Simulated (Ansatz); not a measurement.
# C₂H₈GaN: taking an electron away

How much energy removes an electron from C₂H₈GaN at fixed geometry? The cation is run at each level and the neutral's energy taken from earlier runs.

Method: unrestricted cation, the program's frozen cores in correlated methods; program: Ansatz 0.2.0, Gaussian basis.

Levels to be run: UKS PBE-D4/def2-TZVPP; UKS r2SCAN-D4/def2-TZVPP; UKS PBE0-D4/def2-TZVPP; UKS B3LYP-D4/def2-TZVPP; UKS wB97X-V/def2-TZVPP; UKS wB97M-V/def2-TZVPP; UKS B2PLYP/def2-TZVPP; UHF-CCSD(T)/def2-TZVPP; UHF-MP2/def2-QZVPP; extrapolation to the limit; then −ε(HOMO) from the neutral's earlier runs with LDA (SPW92), PBE-D4, revPBE-D4, BLYP-D4, r2SCAN-D4, B97M-V, PBE0-D4, B3LYP-D4, r2SCANh-D4, r2SCAN0-D4, HSE06-D4, BHLYP-D4, CAM-B3LYP-D4, LC-ωPBE, ωB97X-V, ωB97M-V.

**1. Structure used throughout**

An earlier PBE0-D4 in a triple-zeta def2 set relaxation fixed the geometry.

SMILES `C[CH](N)[GaH2]`, 12 atoms, charge 0, spin multiplicity 1.

Atoms are counted from 1 here; the program's logs count them from 0.

Bond lengths: C1–C2 1.509 Å, C1–H5 1.092 Å, C1–H6 1.096 Å, C1–H7 1.095 Å, C2–N3 1.477 Å, C2–Ga4 1.975 Å, C2–H8 1.091 Å, N3–H9 1.011 Å, N3–H10 1.013 Å, Ga4–H11 1.574 Å, Ga4–H12 1.576 Å. Angles: C2–C1–H5 110.6°, C2–C1–H6 111.1°, C2–C1–H7 111.5°, H5–C1–H6 108.5°, H5–C1–H7 107.2°, H6–C1–H7 107.7°, C1–C2–N3 110.1°, C1–C2–Ga4 119.5°, C1–C2–H8 110.5°, N3–C2–Ga4 93.8°, N3–C2–H8 107.1°, Ga4–C2–H8 114.0°, C2–N3–H9 115.6°, C2–N3–H10 114.7°, H9–N3–H10 111.2°, C2–Ga4–H11 119.5°, C2–Ga4–H12 116.5°, H11–Ga4–H12 120.9°.

**2. Cation, UKS PBE-D4/def2-TZVPP**

Contents of in.yaml:

```yaml
crystal:
  periodic: [false, false, false]
  atoms:
    - {symbol: C, position_ang: [-1.106951, 0.972234, 0.457480]}
    - {symbol: C, position_ang: [0.057864, 0.438175, -0.338997]}
    - {symbol: N, position_ang: [1.233648, 0.264825, 0.537102]}
    - {symbol: Ga, position_ang: [0.053674, -1.447439, -0.925269]}
    - {symbol: H, position_ang: [-1.966365, 1.151714, -0.192210]}
    - {symbol: H, position_ang: [-0.845785, 1.911663, 0.957491]}
    - {symbol: H, position_ang: [-1.425209, 0.261949, 1.227448]}
    - {symbol: H, position_ang: [0.341793, 1.144971, -1.119677]}
    - {symbol: H, position_ang: [2.104322, 0.064229, 0.064401]}
    - {symbol: H, position_ang: [1.089957, -0.361357, 1.319680]}
    - {symbol: H, position_ang: [1.043726, -1.909220, -2.058073]}
    - {symbol: H, position_ang: [-0.580664, -2.491754, 0.070615]}
basis:
  gaussian: {orbitals: def2-TZVPP}
total_charge: 1
magnetization: {spin_polarized: true, initial_magnetization: 1}
hamiltonian: {xc: pbe, dispersion: d4}
```

Launch:

```
$ ansatz run in.yaml --threads 2 --pin off --events-out ev --progress --plain --max-ram 32768MiB --backend cpu
```

Further steps of the session: Cation, UKS r2SCAN-D4/def2-TZVPP; Cation, UKS PBE0-D4/def2-TZVPP; Cation, UKS B3LYP-D4/def2-TZVPP; Cation, UKS wB97X-V/def2-TZVPP; Cation, UKS wB97M-V/def2-TZVPP; Cation, UKS B2PLYP (frozen core)/def2-TZVPP; Cation, UHF-CCSD(T)/def2-TZVPP; Cation, UHF-MP2/def2-QZVPP.

Before running them: what should the planned runs give, taken together? Wanted: ionisation energy, CCSD(T)/CBS; nearest functional by difference; nearest −ε(HOMO); −ε(HOMO) of PBE; T1 of the cation.

The runs gave:

| quantity | value |
| --- | --- |
| ionisation energy, CCSD(T)/CBS | 8.39 eV |
| nearest functional by difference | ωB97M-V (-0.18 eV) |
| nearest −ε(HOMO) | ωB97X-V (-0.00 eV) |
| −ε(HOMO) of PBE | 5.03 eV |
| T1 of the cation | 0.022 |

What this shows: Energy differences with functionals land within 0.36 eV of the reference. −ε(HOMO) of PBE misses by 3.4 eV, since self-interaction lifts the level. Among orbital estimates ωB97X-V comes nearest. Hartree-Fock falls 1.12 eV short, as the neutral has more correlation energy than the cation. The cation may have settled in a state other than its lowest; no search over hole states beyond the program's own was made. Correlated methods include outer-core shells of Ga, which these sets cover unevenly. With outer-core shells in play the reference is unsure by up to some tenths of an eV, so close misses can't be ranked.
